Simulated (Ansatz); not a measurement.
# Os (bcc type): the cost of one run

Program: Ansatz 0.2.0. Level of theory: DFT PBEsol, with the methods named in each step. These are calculated values, not measurements.

This is Os in the bcc structure; at room conditions it is hcp.

2 further runs of the same task are left out: 2 that didn't finish. Runs told in other sessions of the task aren't counted.

### 1 The structure to begin with

The structure is cubic, space group Im-3m (No. 229). The conventional cell has a = 3.062 Å, b = 3.062 Å, c = 3.062 Å, α = 90.00°, β = 90.00°, γ = 90.00°. Os (site symmetry m-3m) is surrounded by 8 Os at 2.65 Å.

As a file:

```cif
data_structure
_symmetry_space_group_name_H-M 'Im-3m'
_symmetry_Int_Tables_number 229
_cell_length_a 3.0620
_cell_length_b 3.0620
_cell_length_c 3.0620
_cell_angle_alpha 90.000
_cell_angle_beta 90.000
_cell_angle_gamma 90.000
_cell_volume 28.71
loop_
_atom_site_label
_atom_site_type_symbol
_atom_site_symmetry_multiplicity
_atom_site_Wyckoff_symbol
_atom_site_fract_x
_atom_site_fract_y
_atom_site_fract_z
_atom_site_occupancy
Os1 Os 2 a 0.00000 0.00000 0.00000 1
```

The file gives the conventional cell by its symmetry; the runs use the cell typed in the input.

Whether this phase is the stable one at these pressures isn't tested.

### 2 The reference volume, LAPW

input.yaml

```yaml
crystal:
  lattice:
    - [-1.5310123537, 1.5310123537, 1.5310123537]
    - [1.5310123537, -1.5310123537, 1.5310123537]
    - [1.5310123537, 1.5310123537, -1.5310123537]
  atoms:
    - { symbol: Os, position: [0.0, 0.0, 0.0] }
kpoints:
  mp_grid: { grid: [19, 19, 19] }
  band_path:
    path:
      - [0.0, 0.0, 0.0]
      - [0.5, -0.5, 0.5]
      - [0.0, 0.0, 0.5]
      - [0.0, 0.0, 0.0]
      - [0.25, 0.25, 0.25]
      - [0.5, -0.5, 0.5]
      - [0.25, 0.25, 0.25]
      - [0.0, 0.0, 0.5]
    npoints: 14
scf:
  occupations: { method: fermi_dirac, width: 0.05 }
hamiltonian:
  xc: pbesol
  pseudopotentials: { kind: all_electron, lapw: { basis_error: 0.001 } }
output:
  forces: true
  stress: true
  eigenvalues: true
  populations: true
  dos: { projected: true, de: 0.2, e_range: [-14, 8] }
```

Run with:

```bash
$ ansatz run input.yaml --threads 1 --pin off --max-ram 2048MiB --backend cpu --events-out ev --progress --plain --runs-dir out
```

**Question.** How long does this run take on 1 thread of Arm Neoverse V1, shared host, and how much memory does it need?

About 47 s, with a peak of 0.47 GiB.
